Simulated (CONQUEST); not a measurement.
# SrAlGeH (P3m1) in CONQUEST: band structure with PBEsol

Aim: the band structure of SrAlGeH with PBEsol.

All numbers are computed with CONQUEST 1.3; they aren't measurements. Logs are shortened: lines on timing, memory, paths and dates and some standing lists are left out, and cuts for length are marked.

**1. The structure**

The structure is trigonal, space group P3m1 (No. 156). Conventional cell: a = 4.266 Å, b = 4.266 Å, c = 4.967 Å, α = 90.00°, β = 90.00°, γ = 120.00°. Sr (site symmetry 3m) is surrounded by 3 H at 2.51 Å. Ge (site symmetry 3m) is surrounded by 3 Al at 2.52 Å. Al (site symmetry 3m) is surrounded by 1 H at 1.75 Å. H (site symmetry 3m) has 1 Al at 1.75 Å as nearest neighbours.

The cell comes from a database or a generator and needn't be the stable form of this composition.

**2. Band structure, PBEsol**

Conquest_input

```
IO.Title SrAlGeH
IO.Coordinates coords.dat
IO.FractionalAtomicCoords T
IO.Iprint 2
IO.Iprint_init 1
General.NumberOfSpecies 4
General.PseudopotentialType hamann
AtomMove.TypeOfRun static
AtomMove.FullStress T
Grid.GridCutoff 80
DM.SolutionMethod diagon
Diag.MPMesh F
Diag.kT 0.00367493
minE.SCTolerance 1e-6
SC.MaxIters 100
SC.WaveDependentMetric T
General.NeutralAtomProjector T
minE.SelfConsistent F
General.LoadRho T
Diag.KspaceLines T
Diag.NumKptLines 12
Diag.NumKpts 6
IO.writeDOS T
%block ChemicalSpeciesLabel
1 87.620 Sr
2 72.610 Ge
3 26.980 Al
4 1.010 H
%endblock
%block Diag.KpointLines
0.000000 0.000000 0.000000
0.500000 0.000000 0.000000
0.500000 0.000000 0.000000
0.500000 0.500000 0.000000
0.500000 0.500000 0.000000
0.000000 0.500000 0.000000
0.000000 0.500000 0.000000
0.000000 0.000000 0.000000
0.000000 0.000000 0.000000
0.000000 0.000000 0.500000
0.000000 0.000000 0.500000
0.500000 0.000000 0.500000
0.500000 0.000000 0.500000
0.500000 0.500000 0.500000
0.500000 0.500000 0.500000
0.000000 0.500000 0.500000
0.000000 0.500000 0.500000
0.000000 0.000000 0.500000
0.000000 0.500000 0.000000
0.000000 0.500000 0.500000
0.500000 0.000000 0.500000
0.500000 0.000000 0.000000
0.500000 0.500000 0.000000
0.500000 0.500000 0.500000
%endblock
```

coords.dat

```
    8.0611756121     0.0000000000     0.0000000000
    0.0000000000     9.3867761076     0.0000000000
    0.0000000000     0.0000000000    13.9623657288
8
  0.0000000000   0.0046010000   0.6666666670 1 T T T
  0.5000000000   0.0046010000   0.1666666670 1 T T T
  0.0000000000   0.5612960000   0.3333333330 2 T T T
  0.5000000000   0.5612960000   0.8333333330 2 T T T
  0.0000000000   0.4580490000   0.0000000000 3 T T T
  0.5000000000   0.4580490000   0.5000000000 3 T T T
  0.0000000000   0.1052520000   0.0000000000 4 T T T
  0.5000000000   0.1052520000   0.5000000000 4 T T T
```

Conquest_input (of the self-consistent run)

```
IO.Title SrAlGeH
IO.Coordinates coords.dat
IO.FractionalAtomicCoords T
IO.Iprint 2
IO.Iprint_init 1
General.NumberOfSpecies 4
General.PseudopotentialType hamann
AtomMove.TypeOfRun static
AtomMove.FullStress T
Grid.GridCutoff 80
DM.SolutionMethod diagon
Diag.MPMesh T
Diag.GammaCentred T
Diag.MPMeshX 5
Diag.MPMeshY 4
Diag.MPMeshZ 3
Diag.kT 0.00367493
minE.SCTolerance 1e-6
SC.MaxIters 100
IO.AtomChargeOutput T
SC.WaveDependentMetric T
General.NeutralAtomProjector T
IO.DumpChargeDensity T
%block ChemicalSpeciesLabel
1 87.620 Sr
2 72.610 Ge
3 26.980 Al
4 1.010 H
%endblock
```

Potentials or basis: PseudoDojo NC PBEsol, DZP, grid cutoff 80 Ha.

Run with:

```sh
Conquest   # self-consistent run
Conquest   # the run along the path, in the same folder
```

Standard output:

```text
Simulation cell dimensions:     8.0612 a0 x     9.3868 a0 x    13.9624 a0

      Atomic coordinates (a0)
         Atom         X         Y         Z  Species
            1    0.0000    0.0432    9.3082        1
            2    4.0306    0.0432    2.3271        1
            3    0.0000    5.2688    4.6541        2
            4    4.0306    5.2688   11.6353        2
            5    0.0000    4.2996    0.0000        3
            6    4.0306    4.2996    6.9812        3
            7    0.0000    0.9880    0.0000        4
            8    4.0306    0.9880    6.9812        4
    Using
        This calculation includes non-local pseudopotentials,
         with a maximum core radius of     10.09830799

    Job title: SrAlGeH
    Job to be run: static calculation

    Ground state search:
      Support functions represented with PAO basis
      1:1 PAO to SF mapping
      Non-spin-polarised electrons
      Solving for the K matrix using diagonalisation
      Using Fermi-Dirac smearing

    Integration grid size:     36 x   40 x   60

    Integration grid spacing:  0.224 a0 x 0.235 a0 x 0.233 a0

    Number of species:  4
    --------------------------------------------------------
    |   #  mass (au)  Charge (e)  SF Rad (a0)  NSF  Label  |
    --------------------------------------------------------
    |   1     87.620      10.000       10.560   14  Sr     |
    |   2     72.610      14.000        7.509   18  Ge     |
    |   3     26.980       3.000        8.683   13  Al     |
    |   4      1.010       1.000        7.040    5  H      |
    --------------------------------------------------------

    LibXC version:  6. 2. 2
    Using the GGA functional Perdew, Burke & Ernzerhof SOL
    Using the GGA functional Perdew, Burke & Ernzerhof SOL

           radial cut-off to be used is taken to be max PAO cut-off radius for this species:   10.098308

           greatest ang. mom. for making density from PAOs:  2

           radial cut-off to be used is taken to be max PAO cut-off radius for this species:    7.094792

           greatest ang. mom. for making density from PAOs:  2

           radial cut-off to be used is taken to be max PAO cut-off radius for this species:    8.237094

           greatest ang. mom. for making density from PAOs:  2

           radial cut-off to be used is taken to be max PAO cut-off radius for this species:    6.727264

           greatest ang. mom. for making density from PAOs:  1
    Minimum blocs/proc is     1350. Maximum blocs/proc is     1350
    set_atom_dens: In set_atomic_density, electrons :      56.000000000000
 matrix_size & matrix_size_padH =          100         100

    Screened ion int: energy:    -189.457416848535 Ha

          Harris-Foulkes Energy            :      -253.207009306605073 Ha
          GroundState Energy (E-(1/2)TS)   :      -253.210378868765986 Ha
          Free Energy (E-TS)               :      -253.213748430926927 Ha
          DFT Total Energy                 :      -253.215374694130219 Ha
          Total number of electrons        :        56.000314607351129
      | Number of electrons      =        56.000315
      |* band energy as 2Tr[K.H] =       -46.645926425751846 Ha
      |  screened ion-ion energy =      -189.457416848535360 Ha
      |  Ha correction           =         1.207999775824254 Ha
      |  XC correction           =       -18.311665808142141 Ha
      | GS Energy as E-(1/2)TS   =      -253.210378868765986 Ha
      | Free Energy as E-TS      =      -253.213748430926927 Ha
      |* Harris-Foulkes energy   =      -253.207009306605073 Ha
      |* DFT total energy        =      -253.215374694130219 Ha
      |  estimated accuracy      =         0.008365387525146 Ha
    get_E_and_F: Change in energy during last step of electronic optimisation:  0.00000E+00

    BIBLIOGRAPHY: Please consider citing the following references in the conquest.bib file

    CONQUEST:         Bowler2002pt, Miyazaki2004, Nakata2020
    Basis:            Bowler2019
    DM:               Bowler:2006xr
    Pseudopotentials: Hamann2013, Bowler2019
    XC references from LibXC:
```

Wall time 27 s (1 thread of AMD EPYC 9R45 (Zen 5), shared host); peak memory 0.79 GiB.

What came out:

```
Band gap along the path : none (metal or under the smearing width)
```

Levels at the corners of the path, in eV from the Fermi level:
```tsv
point	band 26	band 27	band 28	band 29	band 30	band 31
Γ	-0.43	0.26	0.36	0.67	0.69	1.89
X	-2.05	-1.40	-1.40	0.20	0.20	2.58
S	-2.83	-1.37	-1.37	-0.43	-0.43	3.87
Y	-0.67	0.85	0.87	0.88	1.00	2.54
Γ	-0.43	0.26	0.36	0.67	0.69	1.89
Z	-0.18	0.04	0.04	2.51	2.51	3.80
U	-2.06	-0.42	-0.42	0.26	0.26	0.35
R	-1.91	-0.69	-0.69	-0.67	-0.67	1.00
T	-0.14	-0.03	-0.03	2.25	2.25	2.89
Z	-0.18	0.04	0.04	2.51	2.51	3.80
Y	-0.67	0.85	0.87	0.88	1.00	2.54
T	-0.14	-0.03	-0.03	2.25	2.25	2.89
U	-2.06	-0.42	-0.42	0.26	0.26	0.35
X	-2.05	-1.40	-1.40	0.20	0.20	2.58
S	-2.83	-1.37	-1.37	-0.43	-0.43	3.87
R	-1.91	-0.69	-0.69	-0.67	-0.67	1.00
```

Caveat: the box holds several primitive cells, so bands are folded and the points are those of the box's own zone; the basis of atomic orbitals isn't converged, which shifts pressures, moduli and gaps.
